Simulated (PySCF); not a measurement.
**C₄H₆F₃NSi: electronic excitations**

Wanted: the electronic excitations of C₄H₆F₃NSi (`C=C[Si@@H](N=C)C(F)(F)F`), by calculation.

Computed with PySCF 2.14.0, with density-fitted response routines of our own, on a single molecule in the gas phase. Atoms are numbered from 0 throughout.

### Step 1. The starting structure

15 atoms, charge 0, multiplicity 1; geometry from: GFN2-xTB.

Bonds of the start (Å): C0–C1 1.32, C1–Si2 1.88, Si2–N3 1.71, N3–C4 1.25, Si2–C5 1.95, C5–F6 1.35, C5–F7 1.35, C5–F8 1.34, C0–H9 1.08, C0–H10 1.08, C1–H11 1.08, Si2–H12 1.47, C4–H13 1.09, C4–H14 1.09.

### Step 2. TDDFT and polarisability: PBE0/def2-SVPD

What the job is given:

```
{"job": {"kind": "uv", "xc": "PBE0", "basis": "def2-SVPD", "nstates": 8, "ntriplets": 3}, "charge": 0, "multiplicity": 1}
C     -1.840158    -0.429309    -1.632401
C     -0.850142    -1.040257    -0.999365
Si     0.610085    -0.171459    -0.202491
N      0.032877     1.274617     0.503939
C      0.246434     2.502995     0.429674
C      1.074379    -1.185690     1.391750
F      1.344771    -2.475627     1.091469
F      2.182777    -0.715750     2.004707
F      0.115299    -1.219675     2.332677
H     -2.654923    -0.970700    -2.087165
H     -1.881471     0.644357    -1.715589
H     -0.860729    -2.121976    -0.945859
H      1.826437    -0.225943    -1.022680
H      0.997281     2.966365    -0.212926
H     -0.347331     3.176042     1.042348
```

Method: TDDFT PBE0/def2-SVPD, vertical, gas phase, core orbitals frozen in the response.

Started as:

```bash
> OMP_NUM_THREADS=1 python probes_run.py task.json out
```

The driver reads the jobs from task.json and runs them one after another.

Standard output:

```text
coarse grid: 14008 points
cycle   1  E = -798.4337668084  dE =  1.134e+00  |g| = 8.634e-01  |ddm| = 5.758e+00
cycle   2  E = -798.2565142093  dE =  1.773e-01  |g| = 1.321e+00  |ddm| = 2.109e+00
cycle   3  E = -798.5757954895  dE = -3.193e-01  |g| = 1.080e-01  |ddm| = 1.363e+00
cycle   4  E = -798.5773067990  dE = -1.511e-03  |g| = 7.268e-02  |ddm| = 2.296e-01
cycle   5  E = -798.5784406543  dE = -1.134e-03  |g| = 1.308e-02  |ddm| = 9.652e-02
cycle   6  E = -798.5784753936  dE = -3.474e-05  |g| = 3.508e-03  |ddm| = 1.819e-02
cycle   7  E = -798.5784782442  dE = -2.851e-06  |g| = 1.054e-03  |ddm| = 4.986e-03
final grid: 134800 points
cycle   8  E = -798.6808780310  dE = -3.491e-05  |g| = 8.420e-03  |ddm| = 7.991e-02
cycle   9  E = -798.6808667613  dE =  1.127e-05  |g| = 1.145e-02  |ddm| = 2.284e-02
cycle  10  E = -798.6808934181  dE = -2.666e-05  |g| = 1.685e-03  |ddm| = 1.289e-02
cycle  11  E = -798.6808940699  dE = -6.519e-07  |g| = 3.760e-04  |ddm| = 2.310e-03
cycle  12  E = -798.6808940991  dE = -2.916e-08  |g| = 1.280e-04  |ddm| = 5.883e-04
cycle  13  E = -798.6808941021  dE = -2.965e-09  |g| = 3.223e-05  |ddm| = 2.016e-04
cycle  14  E = -798.6808941023  dE = -2.258e-10  |g| = 1.207e-05  |ddm| = 6.199e-05
converged SCF energy = -798.6808941023

Static polarisability (au): isotropic 84.611, principal 68.355 89.834 95.644

Singlet excitations
state   eV       nm        f      main configurations
  1   3.8926    318.5   0.00043   H->L 0.99
  2   5.5939    221.6   0.00093   H->L+1 0.99
  3   5.8145    213.2   0.01239   H-1->L 0.98
  4   6.2805    197.4   0.03050   H->L+2 0.96
  5   6.6344    186.9   0.10080   H-2->L 0.64, H-2->L+1 0.20, H-1->L+1 0.10
  6   6.7675    183.2   0.05486   H-2->L+1 0.62, H-2->L 0.27
  7   6.9572    178.2   0.02426   H-3->L 0.92
  8   7.1029    174.6   0.13807   H-1->L+1 0.52, H-1->L+2 0.24, H-3->L+1 0.10

Triplet excitations (Tamm-Dancoff, eV): 3.2752 4.2425 4.9580
```

It took 1.8 min on 1 thread of Arm Neoverse N1, shared host; peak memory 0.96 GiB.

The orbitals next to the gap, with their largest atomic shares:

| orbital | eV | atoms |
| --- | --- | --- |
| HOMO−3 | -9.63 | Si2 19 %, C1 15 %, C5 11 % |
| HOMO−2 | -9.11 | C1 22 %, Si2 16 %, C0 11 % |
| HOMO−1 | -8.34 | C1 36 %, C0 36 %, Si2 6 % |
| HOMO | -7.48 | N3 57 %, C4 16 %, Si2 9 % |
| LUMO | -1.50 | C4 42 %, N3 32 %, H14 6 % |
| LUMO+1 | -0.78 | C0 36 %, C1 32 %, Si2 10 % |
| LUMO+2 | 0.11 | Si2 29 %, C4 13 %, H12 12 % |

With each of the 8 states as a Gaussian band of 0.4 eV half-width at 1/e, the curve within the window shown has maxima at 180 nm (ε 10,000) L/(mol cm). Beyond the last state computed it falls off for lack of states. The curve at chosen wavelengths:

nm, ε (L/mol/cm) and a bar:
```
      167       3750 ############
      175       9035 #############################
      184       9394 ##############################
      192       6019 ###################
      200       2851 #########
      209       1226 ####
      217        669 ##
      226        300 #
      234        112 
      242         32 
      251          6 
      259          1 
      267          1 
      276          2 
      284          4 
      292          8 
      301         13 
      309         16 
      317         17 
      326         16 
      334         14 
      343         11 
      351          8 
      359          5 
      368          3 
      376          2
```

Leading natural transition orbitals of singlet state 8: the hole lies on C0, C1 about 28 % each; H12 10 %; C5 8 %; the particle on C0, C1 about 16 % each; H12 15 %; Si2 11 %.

Leading natural transition orbitals of singlet state 1: the hole lies on N3 65 %; H13, H14 about 10 % each; the particle on C4 37 %; N3 31 %; H13, H14 about 10 % each.

Further results of this job:

| property | computed |
| --- | --- |
| dipole moment (D) | 4.07 |
| polarisability (Å³) | 12.54 |
| HOMO–LUMO gap (eV) | 5.98 |
| −ε(HOMO) (eV) | 7.48 |

Orbitals, density, ELF and potential are computed afterwards from the orbital file.

Frontier orbitals at PBE0/def2-SVPD, with the share of their density that lies nearest to each atom:

| orbital | energy (eV) | lies on |
| --- | --- | --- |
| HOMO | -7.48 | N3 63 %; H13, H14 about 10 % each; H12 7 % |
| LUMO | -1.50 | C4 35 %; N3 29 %; H13, H14 about 11 % each |

ELF in a plane through or near 10 of the atoms.

Ten even steps from '0' (0.00) to '9' (1.00):
```
0000000000000000000000000000
0000000000000000000000000000
0000000000000000000000000000
0000000000000000000000000000
0000000000000124542000000000
0000000254000353254100000000
0000002999600476325310000000
0000002999900465886410000000
0000465799500374664200000000
0003999484634257620000000000
0003999768369402310131000000
0000463135158559953785200000
0000000189973168227477300000
0000000399980014425886200000
0000000179820277750253000000
0000000000000388872000000000
0000000000000035642000000000
0000000000000001100000000000
0000000000000000000000000000
0000000000000000000000000000
```
The map spans 12.2 Å across and 11.0 Å up, centred on the molecule. Atoms in the plane (x, y in Å): C0 (-2.5, 0.3), C1 (-1.5, -0.6), N3 (0.7, 1.1), C4 (1.2, 2.3), C5 (1.3, -1.6), F6 (0.9, -2.9), F7 (2.6, -1.5), H9 (-3.5, 0.0), H10 (-2.2, 1.4), H11 (-1.8, -1.7).

On the surface of density 0.002 e/bohr³ the electrostatic potential runs, from the 1st to the 99th percentile, from -1.09 V near N3 to 1.27 V near H12.

### Step 3. Outcome

| quantity | value |
| --- | --- |
| lowest singlet (PBE0/def2-SVPD) | 3.89 eV (319 nm), f = 0.000 |
| brightest single state of those computed | state 8, 7.10 eV, f = 0.138 |
| lowest triplet | 3.28 eV |
| surface potential, 1st and 99th percentile | -1.09 V and 1.27 V |

**Reading.** The lowest singlet, at 3.89 eV, is HOMO→LUMO 0.99 and is dark; of the 8 states computed, the strongest absorption comes from state 8 at 7.10 eV (the last computed, so partners may be missing). The lowest triplet lies 0.62 eV below the lowest singlet (triplets in Tamm-Dancoff, singlets in full TDDFT). By nearest atom (PBE0/def2-SVPD), the HOMO sits on N3 63 %; H13, H14 about 10 % each and the LUMO on C4 35 %; N3 29 %.
